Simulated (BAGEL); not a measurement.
# TiH4O4 (SMILES O[Ti](O)(O)O), step by step

We compute the energy (HF/6-31G*), then a single-point energy (NEVPT2(2,2)/6-31G*) of TiH4O4. 

Program for the calculation: BAGEL 1.2.2.

1 further run of the same task is left out (set aside as unsound or not needed).

## Step 1: The molecule

TiH4O4 has 9 atoms, charge 0, and is taken as a singlet. SMILES: `O[Ti](O)(O)O`. The O1–H6 distance was set to 1.293 Å, away from the relaxed value.

Bond lengths: O1–Ti2 1.801 Å, Ti2–O3 1.801 Å, Ti2–O4 1.801 Å, Ti2–O5 1.801 Å, O3–H7 0.958 Å, O4–H8 0.958 Å, O5–H9 0.958 Å. Angles: O1–Ti2–O3 108.5°, O1–Ti2–O4 109.9°, O1–Ti2–O5 110.0°, O3–Ti2–O4 110.0°, O3–Ti2–O5 109.9°, O4–Ti2–O5 108.5°, Ti2–O3–H7 129.5°, Ti2–O4–H8 129.5°, Ti2–O5–H9 129.6°. A long bond or contact: O1–H6 1.293 Å.

## Step 2: The energy at HF/6-31G(d) (density fitting with svp-jkfit, spherical functions) (run 1)

Input file input.json:

```json
{ "bagel" : [

{
  "title" : "molecule",
  "basis" : "6-31gs.json",
  "df_basis" : "svp-jkfit",
  "angstrom" : true,
  "geometry" : [
    { "atom" : "O", "xyz" : [       0.115654,       1.217438,      -1.045141 ] },
    { "atom" : "Ti", "xyz" : [       0.240974,      -0.050862,       0.227539 ] },
    { "atom" : "O", "xyz" : [       1.892614,      -0.766262,       0.161469 ] },
    { "atom" : "O", "xyz" : [      -0.994726,      -1.330152,      -0.056241 ] },
    { "atom" : "O", "xyz" : [      -0.049586,       0.675328,       1.849909 ] },
    { "atom" : "H", "xyz" : [      -0.813470,       1.413950,      -1.922910 ] },
    { "atom" : "H", "xyz" : [       2.511884,      -0.936922,       0.872069 ] },
    { "atom" : "H", "xyz" : [      -0.882236,      -2.227202,      -0.372961 ] },
    { "atom" : "H", "xyz" : [      -0.093866,       1.597058,       2.106979 ] }
  ]
},

{
  "title" : "hf"
},

{
  "title" : "print",
  "file" : "orbitals.molden",
  "orbitals" : true
}

]}
```

The basis set 6-31G* is read from a file made from the Basis Set Exchange's data (not shown).

Launch:

```console
BAGEL_NUM_THREADS=1 BAGEL input.json > input.out
```

The log of the run:

```text
* using 1 threads per process

  ===============================================================
  ===============================================================

  *** Geometry ***

  { "atom" : "O", "xyz" : [      0.218554,      2.300624,     -1.975030 ] },
  { "atom" : "Ti", "xyz" : [      0.455375,     -0.096115,      0.429986 ] },
  { "atom" : "O", "xyz" : [      3.576522,     -1.448025,      0.305132 ] },
  { "atom" : "O", "xyz" : [     -1.879760,     -2.513623,     -0.106280 ] },
  { "atom" : "O", "xyz" : [     -0.093704,      1.276185,      3.495821 ] },
  { "atom" : "H", "xyz" : [     -1.537236,      2.671978,     -3.633773 ] },
  { "atom" : "H", "xyz" : [      4.746773,     -1.770526,      1.647972 ] },
  { "atom" : "H", "xyz" : [     -1.667184,     -4.208802,     -0.704794 ] },
  { "atom" : "H", "xyz" : [     -0.177381,      3.018002,      3.981613 ] },

  Number of auxiliary basis functions:      644

  Since a DF basis is specified, we compute 2- and 3-index integrals:
    o Being stored without compression. Storage requirement is 0.049 GB

  Number of basis functions:       98
  Number of electrons      :       58

    * METHOD: MOLECULE                             1.38

  *** RHF ***

  === Nuclear Repulsion ===
   325.4771871194

      * DIIS with orbital gradients will be used.

  === RHF iteration (6-31gs.json) ===
      0      -1149.44780343          0.03210927           0.25
      1      -1149.34180202          0.04023541           0.27
      2      -1150.21309644          0.00374498           0.21
      3      -1150.22397575          0.00082715           0.30
      4      -1150.22472626          0.00024808           0.22
      5      -1150.22481892          0.00011341           0.19
      6      -1150.22483709          0.00005010           0.23
      7      -1150.22484156          0.00001617           0.27
      8      -1150.22484211          0.00000635           0.27
      9      -1150.22484218          0.00000182           0.22
     10      -1150.22484218          0.00000063           0.23
     11      -1150.22484218          0.00000023           0.23
     12      -1150.22484219          0.00000010           0.22
     13      -1150.22484219          0.00000003           0.22
     14      -1150.22484218          0.00000002           0.22
     15      -1150.22484219          0.00000001           0.23
    * SCF iteration converged.

    * Permanent dipole moment:
           (    0.118097,    -0.070370,     0.152063) a.u.

    * METHOD: HF                                   4.48

    * METHOD: PRINT                                0.05

  ===============================================================
```

Wall time 6.3 s (1 thread of Intel Xeon Platinum 8259CL at 2.50GHz (Skylake/Cascade Lake), shared host); peak memory 0.2 GiB.

## Step 3: A single-point energy at NEVPT2(2,2)/6-31G(d) (density fitting with svp-jkfit, spherical functions) (run 2)

Input file job.json:

```json
{ "bagel": [

{
  "title": "molecule",
  "basis": "6-31gs.json",
  "df_basis": "svp-jkfit",
  "angstrom": true,
  "geometry": [
    { "atom": "O", "xyz": [       0.115654,       1.217438,      -1.045141 ] },
    { "atom": "Ti", "xyz": [       0.240974,      -0.050862,       0.227539 ] },
    { "atom": "O", "xyz": [       1.892614,      -0.766262,       0.161469 ] },
    { "atom": "O", "xyz": [      -0.994726,      -1.330152,      -0.056241 ] },
    { "atom": "O", "xyz": [      -0.049586,       0.675328,       1.849909 ] },
    { "atom": "H", "xyz": [      -0.813470,       1.413950,      -1.922910 ] },
    { "atom": "H", "xyz": [       2.511884,      -0.936922,       0.872069 ] },
    { "atom": "H", "xyz": [      -0.882236,      -2.227202,      -0.372961 ] },
    { "atom": "H", "xyz": [      -0.093866,       1.597058,       2.106979 ] }
  ]
},

{
  "title": "hf"
},

{
  "title": "nevpt2",
  "nstate": 1,
  "nact": 2,
  "nclosed": 28,
  "active": [21, 30],
  "maxiter": 200,
  "natocc": true,
  "ncore": 9
},

{
  "title": "print",
  "file": "orbitals.molden",
  "orbitals": true
}

]}
```

The basis set 6-31G* is read from a file made from the Basis Set Exchange's data (not shown).

Launch:

```console
BAGEL_NUM_THREADS=1 BAGEL job.json > job.out
```

The log of the run:

```text
* using 1 threads per process

  ===============================================================
  ===============================================================

  *** Geometry ***

  { "atom" : "O", "xyz" : [      0.218554,      2.300624,     -1.975030 ] },
  { "atom" : "Ti", "xyz" : [      0.455375,     -0.096115,      0.429986 ] },
  { "atom" : "O", "xyz" : [      3.576522,     -1.448025,      0.305132 ] },
  { "atom" : "O", "xyz" : [     -1.879760,     -2.513623,     -0.106280 ] },
  { "atom" : "O", "xyz" : [     -0.093704,      1.276185,      3.495821 ] },
  { "atom" : "H", "xyz" : [     -1.537236,      2.671978,     -3.633773 ] },
  { "atom" : "H", "xyz" : [      4.746773,     -1.770526,      1.647972 ] },
  { "atom" : "H", "xyz" : [     -1.667184,     -4.208802,     -0.704794 ] },
  { "atom" : "H", "xyz" : [     -0.177381,      3.018002,      3.981613 ] },

  Number of auxiliary basis functions:      644

  Since a DF basis is specified, we compute 2- and 3-index integrals:
    o Being stored without compression. Storage requirement is 0.049 GB

  Number of basis functions:       98
  Number of electrons      :       58

    * METHOD: MOLECULE                             1.11

  *** RHF ***

  === Nuclear Repulsion ===
   325.4771871194

      * DIIS with orbital gradients will be used.

  === RHF iteration (6-31gs.json) ===
      0      -1149.44780343          0.03210927           0.26
      1      -1149.34180202          0.04023541           0.24
      2      -1150.21309644          0.00374498           0.32
      3      -1150.22397575          0.00082715           0.34
      4      -1150.22472626          0.00024808           0.34
      5      -1150.22481892          0.00011341           0.27
      6      -1150.22483709          0.00005010           0.24
      7      -1150.22484156          0.00001617           0.24
      8      -1150.22484211          0.00000635           0.26
      9      -1150.22484218          0.00000182           0.26
     10      -1150.22484218          0.00000063           0.25
     11      -1150.22484218          0.00000023           0.26
     12      -1150.22484219          0.00000010           0.34
     13      -1150.22484219          0.00000003           0.35
     14      -1150.22484218          0.00000002           0.33
     15      -1150.22484219          0.00000001           0.24
    * SCF iteration converged.

    * Permanent dipole moment:
           (    0.118097,    -0.070370,     0.152063) a.u.

    * METHOD: HF                                   5.15

    * freezing 9 orbitals
  ---------------------------
      CASSCF calculation
  ---------------------------

    ==== Active orbitals : =====
         Orbital 21
         Orbital 30
    ============================

    * nstate   :      1
    * nclosed  :     28
    * nact     :      2
    * nvirt    :     68
  === CASSCF iteration (6-31gs.json) ===

    * Using the second-order algorithm

      0  0     -1150.22606403     2.51e-04      0.06

      1  0     -1150.25364856     1.92e-03      1.15

      2  0     -1150.25957719     5.47e-04      1.29

      3  0     -1150.25981598     2.47e-04      1.79

      4  0     -1150.25983644     9.79e-05      1.68

      5  0     -1150.25983902     3.71e-05      2.10

      6  0     -1150.25983937     1.38e-05      1.71

      7  0     -1150.25983942     5.10e-06      1.45

      8  0     -1150.25983942     1.88e-06      1.64

      9  0     -1150.25983942     6.92e-07      2.02

     10  0     -1150.25983942     2.54e-07      1.54

     11  0     -1150.25983943     9.36e-08      1.46

     12  0     -1150.25983942     3.45e-08      1.46

     13  0     -1150.25983943     1.27e-08      1.37

     14  0     -1150.25983942     4.65e-09      1.16

    * Second-order optimization converged. *

     guess   0:   closed 1.                   open ..

  === FCI iteration ===

      0  0     -1150.22338527     1.01e-01      0.00
      1  0     -1150.25937521     9.24e-03      0.00
      2  0 *   -1150.25983942     1.20e-15      0.00

     * ci vector, state   0, <S^2> = 0.0000
       2.     0.9839743436
       .2    -0.1783100985

  === DF-NEVPT2 calculation ===

    * 3-index integral transformation done
    * assembly done

      NEVPT2 correlation energy:   -1.0320547159      0.75

          (+0)     -0.9461494355
          (+0)'    -0.0358208749
          (+1)     -0.0070844627
          (+1)'    -0.0000000000
          (+2)     -0.0006629369
          (-1)     -0.0384059322
          (-1)'     0.0000000000
          (-2)     -0.0039310737

      NEVPT2 total energy:       -1151.2918941409

    * METHOD: NEVPT2                              23.76

    * METHOD: PRINT                                0.04

  ===============================================================
```

Run time: 31 s. Hardware: 1 thread of Intel Xeon Platinum 8259CL at 2.50GHz (Skylake/Cascade Lake), shared host; peak memory 0.2 GiB.

## Step 4: What came out

| quantity | value |
| --- | --- |
| run 1, HF/6-31G*: total energy | -1150.22484 Eh |
| run 1, HF/6-31G*: dipole moment | 0.52 D |
| run 1, HF/6-31G*: HOMO energy | -12.94 eV |
| run 1, HF/6-31G*: LUMO energy | 1.81 eV |
| run 1, HF/6-31G*: HOMO–LUMO gap | 14.75 eV |
| run 2, NEVPT2(2,2)/6-31G*: total energy | -1151.29189 Eh |
